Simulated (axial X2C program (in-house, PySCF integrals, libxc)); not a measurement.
# InSe: properties at the nuclei

Aim: properties at the nuclei of InSe, with spin–orbit coupling in the Hamiltonian from the start.

Computed with an in-house X2C program for linear molecules on PySCF integrals. Level: two-component X2C with atomic mean-field terms, In dyall-cv3z, Se dyall-cv3z.

All values are calculated.

**1. Set-up**

Contents of task.json:

```json
{"zs": [49, 34], "q": 0, "bas": ["dyall-cv3z", "dyall-cv3z"], "r0": 2.43, "levels": ["PBE0", "HF", "BP86", "BHandHLYP", "PBE50"], "nst": 3}
```

Keys: zs atomic numbers; q charge; bas basis sets; r0 starting distance in Å; levels methods (HF also brings MP2); nst determinants followed.

On the command line:

```bash
> python soeom.py task.json out
```

Nuclei are Gaussian, cores are contracted, and the Gaunt term is on.

**2. Expectation values, lowest determinant**

R = 2.412 Å. State: Ω = 1/2 (excess of +ω over −ω: ω = 1/2).

Output of the PBE0 run:

```text
two-component X2C + atomic mean field  PBE0
basis functions 231  fitting functions 1239  grid points 5800
iter        total energy     max residual
   1      -8306.955221765     1.62e+00
   2      -8307.093626925     6.46e-03
   3      -8307.093720348     5.06e-03
   4      -8307.093727039     5.90e-04
   5      -8307.093734139     1.58e-03
   6      -8307.093736034     1.53e-04
   7      -8307.093736482     1.30e-04
   8      -8307.093736959     7.30e-05
   9      -8307.093737119     5.35e-05
  10      -8307.093737149     2.14e-05
  11      -8307.093737157     8.64e-06
converged
one-electron -12195.66692326  Coulomb 3776.49531021  exact exchange -61.33984967  xc functional -187.92050677  nuclear repulsion 365.50963242  atomic mean-field constant -4.17140009
```

The highest occupied spinor is 81% Se p, 13% In p, 5% In d.

```csv
level,Eeff magnitude (GV/cm),Ws magnitude In (kHz),A∥/gI In (MHz),qzz In (a.u.),A∥/gI Se (MHz),qzz Se (a.u.),μ (D)
PBE0,12.7,15,1670,-2.43,153,5.45,-3.97
HF,20.1,23.8,296,-3.57,90,3.45,-3.60
BP86,11,13,1930,-1.94,258,5.29,-3.58
BHandHLYP,14.1,16.8,1200,-2.80,77.9,5.15,-3.97
PBE50,14.6,17.4,1390,-2.85,61.2,5.53,-4.26
```

Eeff is the effective electric field on the electron dipole moment in this Ω state and Ws the scalar–pseudoscalar constant (defined with the proton number Z and per Ω); A∥ is the parallel hyperfine constant, which follows by multiplying with the nuclear g factor gI = μI/(I μN); qzz is the electric field gradient, eQq0 = 234.96 MHz × Q/barn × qzz; μ is positive if Se is the positive end. The operators were transformed with the bare-nucleus X2C matrices.

**3. Expectation values, a higher determinant**

R = 2.412 Å. State: Ω = 3/2 (excess of +ω over −ω: ω = 3/2), 0.15 eV above the lowest in the PBE0 search for states (made at or near this distance, with looser thresholds).

Output of the PBE0 run:

```text
two-component X2C + atomic mean field  PBE0
basis functions 231  fitting functions 1239  grid points 5800
iter        total energy     max residual
   1      -8306.942519686     1.69e+00
   2      -8307.086533235     5.82e-03
   3      -8307.086539729     1.80e-03
   4      -8307.086612420     2.53e-04
   5      -8307.086612767     1.06e-04
   6      -8307.086612914     1.66e-05
   7      -8307.086612915     1.65e-05
   8      -8307.086612921     3.02e-06
converged
one-electron -12196.31925807  Coulomb 3777.17656310  exact exchange -61.34814885  xc functional -187.93400142  nuclear repulsion 365.50963242  atomic mean-field constant -4.17140009
```

The highest occupied spinor is 36% Se p, 31% In s, 29% In p.

```csv
level,Eeff magnitude (GV/cm),Ws magnitude In (kHz),A∥/gI In (MHz),qzz In (a.u.),A∥/gI Se (MHz),qzz Se (a.u.),μ (D)
PBE0,0.147,0.00648,42.9,-5.29,384,-2.87,-1.32
HF,0.0984,0.0689,36.7,-5.77,377,-2.84,-1.29
BP86,0.104,0.00611,47.1,-5.05,396,-3.01,-1.24
BHandHLYP,0.16,0.00915,39.6,-5.45,399,-2.91,-1.45
PBE50,0.173,0.00224,38.8,-5.53,388,-2.78,-1.36
```

**4. Results**

| quantity | value |
| --- | --- |
| lowest determinant | Ω = 1/2 (excess of +ω over −ω: ω = 1/2) |
| Eeff magnitude (GV/cm), PBE0 | 12.7 |
| Ws magnitude In (kHz), PBE0 | 15 |
| A∥/gI In (MHz), PBE0 | 1670 |
| qzz In (a.u.), PBE0 | -2.43 |
| higher determinant | Ω = 3/2 (excess of +ω over −ω: ω = 3/2) |
| Eeff magnitude (GV/cm), PBE0, higher determinant | 0.147 |
| Ws magnitude In (kHz), PBE0, higher determinant | 0.00648 |
| A∥/gI In (MHz), PBE0, higher determinant | 42.9 |
| qzz In (a.u.), PBE0, higher determinant | -5.29 |

In words: In the first state, the effective field runs from 11 to 20.1 GV/cm over the mean-field levels. The expectation values come from single determinants, which for open shells can mix terms of unlike spin or miss the lowest Ω, so a determinant need not be a state. Eeff is the effective electric field on the electron dipole moment in this Ω state and Ws the scalar–pseudoscalar constant (defined with the proton number Z and per Ω); A∥ is the parallel hyperfine constant, which follows by multiplying with the nuclear g factor gI = μI/(I μN); qzz is the electric field gradient, eQq0 = 234.96 MHz × Q/barn × qzz; μ is positive if Se is the positive end. The operators were transformed with the bare-nucleus X2C matrices.
